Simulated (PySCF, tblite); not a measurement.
# C2H8PSi2 radical: geometry, infrared bands and EPR parameters

Wanted: the infrared bands and EPR parameters of C2H8PSi2 radical (`[H]/[C]=C\[SiH2][SiH2]P`), by calculation.

Computed with tblite 0.8.0 and PySCF 2.14.0, with density-fitted response routines of our own, on a single molecule in the gas phase. Atoms are numbered from 0 throughout.

## 1. The molecule as given

13 atoms, charge 0, multiplicity 2; geometry from: force field or distance geometry start.

Bonds of the start (Å): C0–C1 1.30, C1–Si2 1.83, Si2–Si3 2.30, Si3–P4 2.21, C0–H5 1.08, C1–H6 1.08, Si2–H7 1.48, Si2–H8 1.49, Si3–H9 1.49, Si3–H10 1.49, P4–H11 1.41, P4–H12 1.42.

## 2. Optimising the geometry with GFN2-xTB

Job settings and geometry (Å):

```
{"job": {"kind": "relax", "xc": "GFN2-xTB", "basis": "xTB"}, "charge": 0, "multiplicity": 2}
C     -2.584300     0.588100     0.474800
C     -1.755000     0.532700    -0.520300
Si    -0.715500    -0.955900    -0.768700
Si     1.314400    -0.704800     0.273700
P      2.367200     1.130300    -0.379800
H     -3.298300     0.645600     1.276800
H     -1.657400     1.342800    -1.226000
H     -1.416300    -2.162300    -0.263200
H     -0.511000    -1.139700    -2.232200
H      2.203100    -1.869300     0.003800
H      1.146200    -0.600700     1.754400
H      3.370700     1.128700     0.608200
H      1.531800     2.064900     0.287500
```

Command:

```
$ OMP_NUM_THREADS=1 python probes_run.py task.json out
```

The driver reads the jobs from task.json and runs them one after another.

**Question.** This job is followed by: GFN2-xTB harmonic vibrations, gas phase; UKS B3LYP, pcH-1 on C H P Si, non-relativistic, mean-field spin-orbit, GIAO. Predict these results of the whole session: strongest single infrared mode (GFN2-xTB); zero-point energy (GFN2-xTB); g(iso) (B3LYP); ⟨S²⟩; largest a(iso) (averaged by class); surface potential, 1st and 99th percentile.

**Answer**, as computed:

| quantity | value |
| --- | --- |
| strongest single infrared mode (GFN2-xTB) | 2210 cm⁻¹, 502 km/mol |
| zero-point energy (GFN2-xTB) | 48.6 kcal/mol |
| g(iso) (B3LYP) | 2.00220 |
| ⟨S²⟩ | 0.759 (exact 0.75) |
| largest a(iso) (averaged by class) | 13C on C0, 289.5 MHz |
| surface potential, 1st and 99th percentile | -0.71 V and 1.29 V |

In words: Over 176 steps the energy fell by 0.431 eV; of the close pairs, C1–Si2 changed most, 1.833 to 1.943 Å. No mode is imaginary among the 33: a minimum at this level. The strongest single mode, at 2210 cm⁻¹, moves mainly H8. Unscaled tight-binding wavenumbers are off by several per cent, some by more. Its intensities can rank the bands wrongly. Most of the unpaired spin sits on C0 (0.95 e). The isotropic g lies 0.1 ppt below the free-electron value.
